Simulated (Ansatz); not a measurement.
Crystal: HfIn4SiO6.

```
Hf In Si O
1.0
     3.23023   -5.57768   -0.02470
     3.23023    5.57768   -0.02470
    -1.49068    0.00000    6.32030
Hf In Si O
1 4 1 6
Direct
  0.10178 0.10178 0.00912
  0.79222 0.48204 0.00818
  0.48204 0.79222 0.00818
  0.54472 0.21983 0.48398
  0.21983 0.54472 0.48398
  0.85433 0.85433 0.44523
  0.83500 0.58822 0.38104
  0.58822 0.83500 0.38104
  0.02899 0.02899 0.29500
  0.97920 0.97920 0.69555
  0.42852 0.14514 0.07435
  0.14514 0.42852 0.07435
```

The cell was built by a generator and needn't be a form met in nature.

Base run:

* Program: Ansatz 0.2.0
* Functional: PBE
* Potentials or basis: Ansatz PAW
* Cutoff: 420 eV (not typed: the program's choice for these potentials)
* k mesh: 5 × 5 × 4
* Occupations: fermi-dirac, width 0.05 eV
* Spin: no spin polarisation

Its results: band gap on the k mesh 0.64 eV, indirect (least direct gap 0.90 eV); pressure 0.0 GPa; largest force 0.007 eV/Å.

Q: The run is repeated on the same cell with these changes: functional from PBE to PBEsol. What comes out?

A: Band gap on the k mesh 0.59 eV, indirect (least direct gap 0.84 eV); pressure -3.3 GPa; largest force 0.208 eV/Å.

PBEsol binds more tightly than PBE, so the same cell stands under less pressure.

Caveats: spin-orbit coupling is left out, which moves the levels of the heavy elements; odd divisions of the mesh miss points on the zone boundary, where band edges often lie, so the gap on the mesh can be too wide (some runs); the k mesh misses the band edges, so the gap on the mesh is wider than the one along the path (some runs); the PAW data sets come from PBE, with cores solved anew for the run's functional, which leaves a small shift of forces and pressure (some runs).
